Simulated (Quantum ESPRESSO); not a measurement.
Write the native input for Quantum ESPRESSO 7.5 that does the following.

```yaml
Task: band structure
Functional: PBEsol
Potentials_or_basis: GBRV 1.5 PBEsol
Cutoff: 612 eV
Density_cutoff: 4898 eV
k_mesh: 7 × 7 × 7
Occupations: fermi-dirac, width 0.05 eV
Spin: no spin polarisation
Mixing_beta: 0.5
Most_SCF_iterations: 120
SCF_threshold: 8e-10 Ry
```

Crystal: Ge3Pd.

```
Pd Ge
1.0
     4.14202    0.00000    0.00000
     0.00000    4.14202    0.00000
     0.00000    0.00000    4.14202
Pd Ge
1 3
Direct
  0.00000 0.00000 0.00000
  0.50000 0.50000 0.00000
  0.50000 0.00000 0.50000
  0.00000 0.50000 0.50000
```

The cell comes from a database or a generator and needn't be the stable form of this composition.

One way to write it, as run:

pw.in

```
&CONTROL
  calculation = 'scf'
  prefix = 'pwscf'
  outdir = './tmp'
  pseudo_dir = './pseudo'
  tprnfor = .true.
  tstress = .true.
  disk_io = 'low'
/
&SYSTEM
  ibrav = 0
  nat = 4
  ntyp = 2
  ecutwfc = 45
  ecutrho = 360
  nbnd = 39
  occupations = 'smearing'
  smearing = 'fd'
  degauss = 0.00367493
/
&ELECTRONS
  conv_thr = 8d-10
  electron_maxstep = 120
  mixing_beta = 0.5
/
ATOMIC_SPECIES
Pd   106.4200 pd_pbesol_v1.4.uspp.F.UPF
Ge    72.6300 ge_pbesol_v1.4.uspp.F.UPF
CELL_PARAMETERS angstrom
   4.1420230000    0.0000000000    0.0000000000
   0.0000000000    4.1420230000    0.0000000000
   0.0000000000    0.0000000000    4.1420230000
ATOMIC_POSITIONS crystal
Pd     0.0000000000    0.0000000000    0.0000000000
Ge     0.5000000000    0.5000000000    0.0000000000
Ge     0.5000000000    0.0000000000    0.5000000000
Ge     0.0000000000    0.5000000000    0.5000000000
K_POINTS automatic
7 7 7 0 0 0
```

bands.in

```
&CONTROL
  calculation = 'bands'
  prefix = 'pwscf'
  outdir = './tmp'
  pseudo_dir = './pseudo'
  disk_io = 'low'
  verbosity = 'high'
/
&SYSTEM
  ibrav = 0
  nat = 4
  ntyp = 2
  ecutwfc = 45
  ecutrho = 360
  nbnd = 39
  occupations = 'smearing'
  smearing = 'fd'
  degauss = 0.00367493
/
&ELECTRONS
  conv_thr = 1d-08
  electron_maxstep = 120
  mixing_beta = 0.5
  diago_full_acc = .true.
  startingwfc = 'random'
/
ATOMIC_SPECIES
Pd   106.4200 pd_pbesol_v1.4.uspp.F.UPF
Ge    72.6300 ge_pbesol_v1.4.uspp.F.UPF
CELL_PARAMETERS angstrom
   4.1420230000    0.0000000000    0.0000000000
   0.0000000000    4.1420230000    0.0000000000
   0.0000000000    0.0000000000    4.1420230000
ATOMIC_POSITIONS crystal
Pd     0.0000000000    0.0000000000    0.0000000000
Ge     0.5000000000    0.5000000000    0.0000000000
Ge     0.5000000000    0.0000000000    0.5000000000
Ge     0.0000000000    0.5000000000    0.5000000000
K_POINTS crystal
60
 0.0000000000  0.0000000000  0.0000000000 1
 0.0000000000  0.0714285714  0.0000000000 1
 0.0000000000  0.1428571429  0.0000000000 1
 0.0000000000  0.2142857143  0.0000000000 1
 0.0000000000  0.2857142857  0.0000000000 1
 0.0000000000  0.3571428571  0.0000000000 1
 0.0000000000  0.4285714286  0.0000000000 1
 0.0000000000  0.5000000000  0.0000000000 1
 0.0714285714  0.5000000000  0.0000000000 1
 0.1428571429  0.5000000000  0.0000000000 1
 0.2142857143  0.5000000000  0.0000000000 1
 0.2857142857  0.5000000000  0.0000000000 1
 0.3571428571  0.5000000000  0.0000000000 1
 0.4285714286  0.5000000000  0.0000000000 1
 0.5000000000  0.5000000000  0.0000000000 1
 0.4545454545  0.4545454545  0.0000000000 1
 0.4090909091  0.4090909091  0.0000000000 1
 0.3636363636  0.3636363636  0.0000000000 1
 0.3181818182  0.3181818182  0.0000000000 1
 0.2727272727  0.2727272727  0.0000000000 1
 0.2272727273  0.2272727273  0.0000000000 1
 0.1818181818  0.1818181818  0.0000000000 1
 0.1363636364  0.1363636364  0.0000000000 1
 0.0909090909  0.0909090909  0.0000000000 1
 0.0454545455  0.0454545455  0.0000000000 1
 0.0000000000  0.0000000000  0.0000000000 1
 0.0357142857  0.0357142857  0.0357142857 1
 0.0714285714  0.0714285714  0.0714285714 1
 0.1071428571  0.1071428571  0.1071428571 1
 0.1428571429  0.1428571429  0.1428571429 1
 0.1785714286  0.1785714286  0.1785714286 1
 0.2142857143  0.2142857143  0.2142857143 1
 0.2500000000  0.2500000000  0.2500000000 1
 0.2857142857  0.2857142857  0.2857142857 1
 0.3214285714  0.3214285714  0.3214285714 1
 0.3571428571  0.3571428571  0.3571428571 1
 0.3928571429  0.3928571429  0.3928571429 1
 0.4285714286  0.4285714286  0.4285714286 1
 0.4642857143  0.4642857143  0.4642857143 1
 0.5000000000  0.5000000000  0.5000000000 1
 0.4545454545  0.5000000000  0.4545454545 1
 0.4090909091  0.5000000000  0.4090909091 1
 0.3636363636  0.5000000000  0.3636363636 1
 0.3181818182  0.5000000000  0.3181818182 1
 0.2727272727  0.5000000000  0.2727272727 1
 0.2272727273  0.5000000000  0.2272727273 1
 0.1818181818  0.5000000000  0.1818181818 1
 0.1363636364  0.5000000000  0.1363636364 1
 0.0909090909  0.5000000000  0.0909090909 1
 0.0454545455  0.5000000000  0.0454545455 1
 0.0000000000  0.5000000000  0.0000000000 1
 0.5000000000  0.5000000000  0.0000000000 1
 0.5000000000  0.5000000000  0.0625000000 1
 0.5000000000  0.5000000000  0.1250000000 1
 0.5000000000  0.5000000000  0.1875000000 1
 0.5000000000  0.5000000000  0.2500000000 1
 0.5000000000  0.5000000000  0.3125000000 1
 0.5000000000  0.5000000000  0.3750000000 1
 0.5000000000  0.5000000000  0.4375000000 1
 0.5000000000  0.5000000000  0.5000000000 1
```

Potentials or basis: GBRV 1.5 PBEsol.

The run is started by

```bash
$ OMP_NUM_THREADS=1 mpirun -n 2 pw.x -nk 2 -in pw.in > pw.out
$ OMP_NUM_THREADS=1 mpirun -n 2 pw.x -nk 2 -in bands.in > bands.out
```

Results of the run:

```json
{
 "Pressure": "-4.9 GPa",
 "Band gap on the k mesh": "none (metal or under the smearing width)"
}
```

Wall time 61 s on 2 MPI ranks on Arm Neoverse V2, with other jobs on the host, peak memory 0.34 GiB a rank.
